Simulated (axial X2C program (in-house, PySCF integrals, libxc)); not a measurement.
# All-electron X2C curves of MoH

Aim: find the lowest determinant of MoH, scan the bond at several levels and fit the constants, once spin-free and once with spin–orbit coupling.

The runs use an in-house X2C program for linear molecules on PySCF integrals; all-electron X2C, Mo dyall-cv3z, H dyall-v3z.

All values are calculated.

## 1. Set-up

File task.json:

```json
{"zs": [42, 1], "q": 0, "bas": ["dyall-cv3z", "dyall-v3z"], "levels": ["PBE0", "HF", "TPSS", "M06", "PBE50"], "cc": true, "r0": 1.7, "thr": -2.0, "nmax": 140}
```

Keys: zs atomic numbers; q charge; bas basis sets; levels methods (HF also brings MP2); cc coupled cluster on or off; r0 starting distance in Å; thr threshold in hartree for freezing inner shells (an s shell follows its p shell); nmax most natural virtual spinors.

Started as:

```console
$ python so2c.py task.json out
```

Spin-free means the one-electron spin-free X2C Hamiltonian; two-component (2c) means X2C with spin–orbit coupling and atomic mean-field two-electron Coulomb and Gaunt terms. Basis: Mo dyall-cv3z contracted to [11s12p9d5f3g], H dyall-v3z contracted to [6s2p1d]; Gaussian nuclei, density fitting. Masses: Mo 97.905 u, H 1.008 u.

Notation: σ, π±, δ± give the projection m of an orbital's angular momentum (0, ±1, ±2), α and β its spin, Λ and M_S the sums; ω is the projection of a spinor's total angular momentum and Ω the sum. Logs are in hartree.

The results follow Hamiltonian by Hamiltonian and level by level.

## 2. Which state to follow

Determinants are compared with PBE0 at 1.700 Å.

Spin-free determinants:

```tsv
ΔE (eV)	state	open shells
0.00	M_S = 5/2, Λ = 0	beyond closed shells: σα, π+α, π-α, δ+α, δ-α
1.52	M_S = 3/2, Λ = 0	beyond closed shells: σβ, π+α, π-α, δ+α, δ-α
2.15	M_S = 3/2, Λ = 2	beyond closed shells: π+α, π-α, δ+α
2.21	M_S = 3/2, Λ = 0	beyond closed shells: σα, π+α, π-α, δ+β, δ-α
2.25	M_S = 3/2, Λ = 1	beyond closed shells: π+α, δ+α, δ-α
2.56	M_S = 5/2, Λ = 1	beyond closed shells: 2 × σα, π+α, δ+α, δ-α
2.65	M_S = 3/2, Λ = 2	beyond closed shells: π+α, π-α, δ+α, δ+β, δ-α
```

Two-component determinants:

```tsv
ΔE (eV)	state	open shells
0.00	Ω = 5/2	excess of +ω over −ω: ω = 5/2
1.52	Ω = 3/2	excess of +ω over −ω: 2 × ω = -1/2, ω = 5/2
1.94	Ω = 3/2	excess of +ω over −ω: ω = 1/2, ω = -3/2, ω = 5/2
2.07	Ω = 1/2	excess of +ω over −ω: ω = 1/2
2.07	Ω = 3/2	excess of +ω over −ω: ω = 3/2
2.21	Ω = 1/2	excess of +ω over −ω: ω = -1/2, ω = -3/2, ω = 5/2
2.21	Ω = 11/2	excess of +ω over −ω: 2 × ω = 3/2, ω = 5/2
```

## 3. PBE0, spin-free

State followed: M_S = 5/2, Λ = 0 (beyond closed shells: σα, π+α, π-α, δ+α, δ-α). The scan is laid around 1.719 Å, a first estimate of the minimum, and this SCF restarts from the orbitals of the search.

The SCF at the reference distance of 1.719 Å:

```text
spin-free X2C-1e  PBE0
basis functions 171  fitting functions 777  grid points 5071
iter        total energy     max residual
   1      -4048.303059075     2.43e+00
   2      -4048.680437083     1.15e-02
   3      -4048.679876833     1.61e-02
   4      -4048.681540511     9.40e-04
   5      -4048.681546590     4.66e-04
   6      -4048.681548546     1.94e-04
   7      -4048.681549083     3.54e-05
   8      -4048.681549119     1.25e-05
   9      -4048.681549124     1.51e-06
  10      -4048.681549125     5.16e-07
converged
one-electron -5611.27276355  Coulomb 1674.56832831  exact exchange -30.74789309  xc functional -94.15850693  nuclear repulsion 12.92928613
```

Along the bond, energies from the lowest point:

```tsv
R (Å)	E (eV)	μ (D)	HOMO (eV)	LUMO (eV)	iterations
1.496	0.3818	-2.06	-5.40	-1.39	12
1.564	0.1638	-2.23	-5.44	-1.50	11
1.616	0.0665	-2.35	-5.47	-1.59	11
1.667	0.0148	-2.48	-5.50	-1.67	10
1.719	0.0000	-2.60	-5.53	-1.75	10
1.779	0.0203	-2.74	-5.57	-1.85	11
1.839	0.0721	-2.88	-5.60	-1.94	11
1.917	0.1734	-3.05	-5.65	-2.05	11
2.011	0.3332	-3.23	-5.70	-2.18	11
2.149	0.6042	-3.45	-5.77	-2.34	11
2.338	0.9928	-3.58	-5.82	-2.51	12
2.579	1.4371	-3.40	-5.78	-2.62	11
```

Dipoles are positive if H is the positive end.

Outer orbitals at the reference distance:

| symmetry | occupied | ε (eV) | atomic character |
| --- | --- | --- | --- |
| σα | yes | -8.25 | 44% H s, 39% Mo d, 11% Mo s |
| σβ | yes | -7.83 | 56% H s, 22% Mo d, 13% Mo s |
| π+α | yes | -6.21 | 97% Mo d, 2% H p |
| π-α | yes | -6.21 | 97% Mo d, 2% H p |
| δ-α | yes | -6.15 | 100% Mo d |
| δ+α | yes | -6.15 | 100% Mo d |
| σα | yes | -5.53 | 56% Mo s, 35% Mo d, 8% H s |
| σα | no | -1.75 | 63% Mo p, 15% Mo d, 11% Mo s |
| σβ | no | -1.25 | 68% Mo s, 16% Mo d, 11% Mo p |
| π+α | no | -0.80 | 98% Mo p |
| π-α | no | -0.80 | 98% Mo p |

PBE0 fields in the half plane through the axis: z from -2.4 to 3.9 Å across, distance from the axis 0.15 to 2.25 Å upwards; Mo lies at z = 0 and H at z = 1.719 Å; the ELF is damped to zero where the density is low.

log10 density (e/bohr³). Ten even steps from '0' (-5.14 ) to '9' (1.66 ):
```
1122233333332222111000
1223333333333322221100
2223344444443333222110
2233444555444443332211
2233455555554444332211
2234456666655554433221
2234556777665555443221
2234567898766665543321
```

ELF. Ten even steps from ' ' (0.00 ) to '@' (1.00 ):
```
      ..::--------::::....                  
    ..::--======----::::........            
    ..----======----::::::::------..        
    ..::--======----::::--==**####++::      
    ....::--========--::--##%%@@@@%%**..    
        ..--++**##**==::++@@@@@@@@@@%%==    
        ..==##**--****--**@@@@@@@@@@@@**    
          ==##::++::**--##@@@@@@@@@@@@##..  
```

Re = 1.717 Å, ωe = 1759 cm⁻¹, ωexe = 30.4 cm⁻¹, Be = 5.733 cm⁻¹, De = 2.36 eV, μ = -2.59 D.

## 4. HF, spin-free

Output at 1.719 Å:

```text
spin-free X2C-1e  HF
basis functions 171  fitting functions 777  grid points 5071
iter        total energy     max residual
   1      -4046.766721473     3.44e-01
   2      -4046.785263636     8.55e-03
   3      -4046.786584873     4.94e-03
   4      -4046.786885840     2.65e-03
   5      -4046.787014451     1.47e-03
   6      -4046.787063348     5.48e-04
   7      -4046.787075308     2.54e-04
   8      -4046.787079954     9.46e-05
   9      -4046.787080687     6.25e-05
  10      -4046.787081058     2.53e-05
  11      -4046.787081142     1.45e-05
  12      -4046.787081165     9.71e-06
  13      -4046.787081176     5.62e-06
  14      -4046.787081181     1.54e-06
  15      -4046.787081181     4.24e-07
converged
one-electron -5610.70254500  Coulomb 1674.04859107  exact exchange -123.06241338  xc functional 0.00000000  nuclear repulsion 12.92928613
```

Re = 1.780 Å, ωe = 1598 cm⁻¹, ωexe = 37.8 cm⁻¹, Be = 5.333 cm⁻¹, De = 1.26 eV, μ = -3.44 D.

## 5. TPSS, spin-free

The SCF at the reference distance of 1.719 Å:

```text
spin-free X2C-1e  TPSS
basis functions 171  fitting functions 777  grid points 5071
iter        total energy     max residual
   1      -4048.848289294     3.33e-02
   2      -4048.849741193     7.91e-03
   3      -4048.849259361     1.16e-02
   4      -4048.850018073     3.34e-03
   5      -4048.850107522     3.95e-04
   6      -4048.850110924     1.07e-04
   7      -4048.850111422     7.88e-05
   8      -4048.850111490     1.79e-05
   9      -4048.850111493     3.29e-06
  10      -4048.850111494     9.08e-07
converged
one-electron -5610.58281013  Coulomb 1673.84358846  exact exchange 0.00000000  xc functional -125.04017596  nuclear repulsion 12.92928613
```

Re = 1.721 Å, ωe = 1772 cm⁻¹, ωexe = 29.8 cm⁻¹, Be = 5.703 cm⁻¹, De = 2.69 eV, μ = -2.39 D.

## 6. M06, spin-free

The SCF at the reference distance of 1.719 Å:

```text
spin-free X2C-1e  M06
basis functions 171  fitting functions 777  grid points 5071
iter        total energy     max residual
   1      -4048.985293091     2.02e-01
   2      -4048.990700321     4.09e-03
   3      -4048.990794932     1.19e-03
   4      -4048.990823093     8.92e-04
   5      -4048.990837828     3.55e-04
   6      -4048.990839178     2.60e-04
   7      -4048.990839827     1.03e-04
   8      -4048.990839923     3.58e-05
   9      -4048.990839932     1.88e-05
  10      -4048.990839934     3.45e-06
converged
one-electron -5611.26441101  Coulomb 1674.57714834  exact exchange -33.21269221  xc functional -92.02017118  nuclear repulsion 12.92928613
```

Re = 1.727 Å, ωe = 1728 cm⁻¹, ωexe = 31.9 cm⁻¹, Be = 5.665 cm⁻¹, De = 2.53 eV, μ = -2.88 D.

## 7. PBE50, spin-free

The SCF at the reference distance of 1.719 Å:

```text
spin-free X2C-1e  PBE50
basis functions 171  fitting functions 777  grid points 5071
iter        total energy     max residual
   1      -4048.747683720     1.15e-01
   2      -4048.750244974     2.26e-03
   3      -4048.750332095     1.83e-03
   4      -4048.750365846     6.26e-04
   5      -4048.750372605     2.70e-04
   6      -4048.750374559     1.48e-04
   7      -4048.750375152     7.12e-05
   8      -4048.750375414     2.80e-05
   9      -4048.750375467     6.85e-06
  10      -4048.750375472     1.78e-06
  11      -4048.750375472     5.88e-07
converged
one-electron -5611.64752316  Coulomb 1674.97682914  exact exchange -61.51841331  xc functional -63.49055428  nuclear repulsion 12.92928613
```

Re = 1.721 Å, ωe = 1748 cm⁻¹, ωexe = 30.2 cm⁻¹, Be = 5.702 cm⁻¹, De = 2.25 eV, μ = -2.97 D.

## 8. Correlated methods, spin-free

Correlated methods: 15 electrons correlated (frozen shells, counted by type: Mo 3 s, 2 p, 1 d; H none), 225 virtual spinors in MP2, 140 natural virtuals in coupled cluster.

Output of the correlated part at 1.719 Å:

```text
correlated 15  virtual 225  natural virtual 140  E(MP2) -0.419655706  MP2 remainder -0.003301828
iter   CCSD correlation   residual
   1     -0.414119916   9.97e-02
   2     -0.421947960   4.09e-02
   3     -0.424039858   2.09e-02
   4     -0.424177527   1.02e-02
   5     -0.424341440   4.74e-03
   6     -0.424421789   1.95e-03
   7     -0.424427570   7.03e-04
   8     -0.424431020   2.63e-04
   9     -0.424424900   1.13e-04
  10     -0.424426274   5.64e-05
  11     -0.424425918   3.15e-05
  12     -0.424426266   1.54e-05
  13     -0.424426209   7.01e-06
  14     -0.424426248   3.43e-06
  15     -0.424426305   1.74e-06
  16     -0.424426335   7.87e-07
  17     -0.424426342   3.20e-07
(T) -0.014688363  T1 0.0276  D1 0.0905  max T2 0.044
```

T1 in the output is the amplitude norm over the root of the electron number; divide by √2 for the Lee–Taylor value.

MP2: Re = 1.702 Å, ωe = 1814 cm⁻¹, Be = 5.833 cm⁻¹, De = 2.18 eV.

CCSD: Re = 1.723 Å, ωe = 1758 cm⁻¹, ωexe = 28.5 cm⁻¹, Be = 5.692 cm⁻¹, De = 2.35 eV. T1 at Re = 0.020 (Lee–Taylor, the printed value over √2).

CCSD(T): Re = 1.720 Å, ωe = 1766 cm⁻¹, ωexe = 28.3 cm⁻¹, Be = 5.713 cm⁻¹, De = 2.42 eV. T1 at Re = 0.020 (Lee–Taylor, the printed value over √2).

## 9. A higher determinant, spin-free

State: M_S = 3/2, Λ = 0 (beyond closed shells: σβ, π+α, π-α, δ+α, δ-α).

Output at the reference distance:

```text
spin-free X2C-1e  PBE0
basis functions 171  fitting functions 777  grid points 5071
iter        total energy     max residual
   1      -4048.246627831     2.43e+00
   2      -4048.624296364     1.18e-02
   3      -4048.623362820     1.80e-02
   4      -4048.625487793     1.15e-03
   5      -4048.625497542     4.97e-04
   6      -4048.625500348     1.98e-04
   7      -4048.625500985     1.93e-05
   8      -4048.625501010     1.18e-05
   9      -4048.625501021     4.57e-06
  10      -4048.625501023     8.36e-07
  11      -4048.625501023     2.34e-07
converged
one-electron -5610.64585755  Coulomb 1673.92485498  exact exchange -30.72626603  xc functional -94.10751855  nuclear repulsion 12.92928613
```

```tsv
R (Å)	E above the lowest PBE0 point (eV)
1.496	1.842
1.564	1.644
1.616	1.562
1.667	1.525
1.719	1.525
1.779	1.563
1.839	1.633
1.917	1.757
2.011	1.947
```

Re = 1.692 Å, ωe = 1852 cm⁻¹, ωexe = 28.1 cm⁻¹, Be = 5.9 cm⁻¹, μ = -2.18 D. ⟨S²⟩ = 4.76 against 3.75 for a pure state, so this determinant mixes spins. Te = 1.52 eV.

State: M_S = 3/2, Λ = 2 (beyond closed shells: π+α, π-α, δ+α).

Output at the reference distance:

```text
spin-free X2C-1e  PBE0
basis functions 171  fitting functions 777  grid points 5071
iter        total energy     max residual
   1      -4048.227530796     2.35e+00
   2      -4048.601095083     1.15e-02
   3      -4048.600269688     1.69e-02
   4      -4048.602249659     9.35e-04
   5      -4048.602255330     4.25e-04
   6      -4048.602257405     1.76e-04
   7      -4048.602258023     3.21e-05
   8      -4048.602258084     1.69e-05
   9      -4048.602258117     3.69e-06
  10      -4048.602258121     2.17e-06
  11      -4048.602258121     7.87e-07
converged
one-electron -5608.32742874  Coulomb 1671.52584312  exact exchange -30.69981295  xc functional -94.03014568  nuclear repulsion 12.92928613
```

```tsv
R (Å)	E above the lowest PBE0 point (eV)
1.496	2.403
1.564	2.231
1.616	2.166
1.667	2.144
1.719	2.158
1.779	2.208
1.839	2.289
1.917	2.424
2.011	2.621
```

Re = 1.672 Å, ωe = 1877 cm⁻¹, ωexe = 30 cm⁻¹, Be = 6.046 cm⁻¹, μ = -2.18 D. Te = 2.14 eV.

## 10. The spin-free curves together

Energy (eV) of the followed determinant, spin-free, from each level's lowest point:

```tsv
R (Å)	PBE0	HF	MP2	CCSD	CCSD(T)	TPSS	M06	PBE50
1.496	0.382	0.576	0.341	n/a	n/a	0.405	0.405	0.395
1.564	0.164	0.299	0.137	0.178	0.172	0.177	0.181	0.173
1.616	0.067	0.160	0.049	0.075	0.071	0.074	0.079	0.072
1.667	0.015	0.070	0.006	0.019	0.017	0.018	0.021	0.018
1.719	0.000	0.019	0.000	0.000	0.000	0.000	0.000	0.000
1.779	0.020	0.000	0.031	0.016	0.019	0.018	0.013	0.017
1.839	0.072	0.015	0.094	0.066	0.070	0.068	0.059	0.066
1.917	0.173	0.072	0.211	0.165	0.171	0.170	0.153	0.165
2.011	0.333	0.180	0.392	n/a	n/a	0.331	0.304	0.322
2.149	0.604	0.374	0.698	n/a	n/a	0.607	0.568	0.589
2.338	0.993	0.643	1.126	n/a	n/a	1.007	0.963	0.974
2.579	1.437	0.901	1.556	n/a	n/a	1.466	1.450	1.411
```

(Part 1 of 2 ends here.)
